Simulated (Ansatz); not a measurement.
Runs of Ansatz 0.2.0 on Ge2Sb2Te5. The structure is trigonal, space group P-3m1 (No. 164). Conventional cell: a = 4.294 Å, b = 4.294 Å, c = 17.101 Å, α = 90.00°, β = 90.00°, γ = 120.00°. Te (site symmetry 3m) is surrounded by 3 Sb at 3.01 Å. Te (site symmetry 3m) is surrounded by 3 Ge at 3.00 Å and 3 Sb at 3.20 Å. Around Te (site symmetry -3m) lie 6 Ge at 3.04 Å. Sb (site symmetry 3m) has 6 Te at 3.01 to 3.20 Å as nearest neighbours. Ge (site symmetry 3m) is surrounded by 6 Te at 3.00 to 3.04 Å. The cell comes from a database or a generator and needn't be the stable form of this composition.

```tsv
task	level	cell	k mesh	points for each segment of the path	gap on the mesh (eV)	pressure (GPa)	relaxed volume (Å³/atom)	largest force (eV/Å)
relaxation of cell and atoms	BLYP+D3(BJ)	relaxed	7 × 7 × 2	-	(a)	0.0	30.81	0.01
band structure	RPBE	as given	7 × 7 × 2	10	0.27	1.7	-	0.09
single point	PBE	strained by -2 %	5 × 5 × 2	-	0.18	(b)	-	0.13
relaxation of cell and atoms	PBEsol	relaxed	7 × 7 × 2	-	0.16	0.0	29.00	-
```

Alike in all rows: potentials or basis Ansatz PAW; no spin polarisation; cutoff (eV) 420; smearing fermi-dirac 0.05 eV.

Q: Fill in the values left out.

A: (a) 0.28; (b) 0.3.

Caveats: spin-orbit coupling is left out, which moves the levels of the heavy elements; odd divisions of the mesh miss points on the zone boundary, where band edges often lie, so the gap on the mesh can be too wide (some runs); the PAW data sets come from PBE, with cores solved anew for the run's functional, which leaves a small shift of forces and pressure (some runs); the plane-wave basis is chosen anew once the cell has moved, so the energies of steps on either side of that aren't comparable (some runs).

A k mesh can miss the band edges, and the runs leave out spin-orbit coupling on Ge, Sb, Te.
